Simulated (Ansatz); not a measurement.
**ZrH2O (quintet): relaxing a cheap start**

Where does this start of ZrH2O (quintet) end when it is relaxed?

The runs use Ansatz 0.2.0, Gaussian basis; UKS PBE0/def2-TZVP.

## Step 1: The system as given

4 atoms, charge 0, spin multiplicity 5.

Atoms are counted from 1 here; the program's logs count them from 0.

Bond lengths: Zr1–O2 2.005 Å, O2–H3 0.979 Å, O2–H4 0.979 Å. Angles: Zr1–O2–H3 123.1°, Zr1–O2–H4 123.1°, H3–O2–H4 113.7°.

The start was built by rule and, where that kept it together, relaxed with GFN2-xTB. Sticks and bond lists go by distance. No spin-orbit coupling is included. Elements past krypton take def2 core potentials.

## Step 2: Relaxation

The input, in.yaml:

```yaml
crystal:
  periodic: [false, false, false]
  atoms:
    - {symbol: Zr, position_ang: [-0.340608, -0.000009, -0.000609]}
    - {symbol: O, position_ang: [1.664850, 0.000046, 0.002978]}
    - {symbol: H, position_ang: [2.200007, 0.820225, 0.001284]}
    - {symbol: H, position_ang: [2.200043, -0.820104, 0.006587]}
basis:
  gaussian: {orbitals: def2-TZVP}
magnetization: {spin_polarized: true, initial_magnetization: 4}
hamiltonian: {xc: pbe0}
relax: {f_tol: 0.004, max_steps: 80}
```

Launch:

```sh
> ansatz run in.yaml --threads 1 --pin off --events-out ev --progress --plain --max-ram 2176MiB
```

Before running it: what results should come out? Wanted: energy gained; shift from the start; total energy; dipole moment; ⟨S²⟩.

As calculated:

```
                  quantity          value
                     steps              7
             energy gained       0.387 eV
shift from the start (rms)        0.148 Å
              total energy  -3354.5084 eV
             dipole moment         4.22 D
                      ⟨S²⟩          6.002
```

The bonds of the start are those of the end. Zr1–O2 went from 2.005 to 2.321 Å. No vibrations were run, so this is a stationary point, not a proven minimum, and this spin need not be the ground state's.
